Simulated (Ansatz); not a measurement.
# BFH3NO: the cost of one run

Method: PBE0-D4/def2-SVP; program: Ansatz 0.2.0, Gaussian basis.

### Step 1. The system as given

The start, a first-order saddle point found at PBE0-D4 in triple zeta: 7 atoms, charge 0, spin multiplicity 1.

Atoms are counted from 1 here; the program's logs count them from 0.

Bond lengths: B1–N2 1.567 Å, B1–O3 1.296 Å, B1–F5 1.325 Å, N2–H4 1.241 Å, N2–H6 1.013 Å, N2–H7 1.013 Å. Angles: N2–B1–O3 102.3°, N2–B1–F5 122.1°, O3–B1–F5 135.5°, B1–N2–H4 66.4°, B1–N2–H6 118.3°, B1–N2–H7 118.3°, H4–N2–H6 119.2°, H4–N2–H7 119.2°, H6–N2–H7 109.9°.

As a file:

```xyz
7
charge 0, multiplicity 1
B    -0.5121    0.5289    0.3752
N     0.5011   -0.5291   -0.1825
O    -0.9605    1.0805   -0.7083
H    -0.0621    0.1337   -1.0672
F    -0.7287    0.6813    1.6736
H     1.4884   -0.3847   -0.0102
H     0.2739   -1.5106   -0.0806
```

### Step 2. Dynamics

md/in.yaml

```yaml
crystal:
  periodic: [false, false, false]
  atoms:
    - {symbol: B, position_ang: [-0.512086, 0.528926, 0.375158]}
    - {symbol: N, position_ang: [0.501089, -0.529146, -0.182512]}
    - {symbol: O, position_ang: [-0.960542, 1.080507, -0.708325]}
    - {symbol: H, position_ang: [-0.062076, 0.133661, -1.067158]}
    - {symbol: F, position_ang: [-0.728718, 0.681338, 1.673596]}
    - {symbol: H, position_ang: [1.488383, -0.384669, -0.010203]}
    - {symbol: H, position_ang: [0.273851, -1.510617, -0.080556]}
basis:
  gaussian: {orbitals: def2-SVP}
hamiltonian: {xc: pbe0, dispersion: d4}
md: {n_steps: 80, timestep: 0.5, temperature: 700, ensemble: nvt_nose_hoover, seed: 635, initial_velocities: maxwell_boltzmann}
```

Launch:

```console
> ansatz run in.yaml --threads 2 --pin off --events-out ev --progress --plain --max-ram 4352MiB
```

**Question.** How long does this run take on 2 threads of Intel Xeon 6975P-C, shared host?

About 49 s.
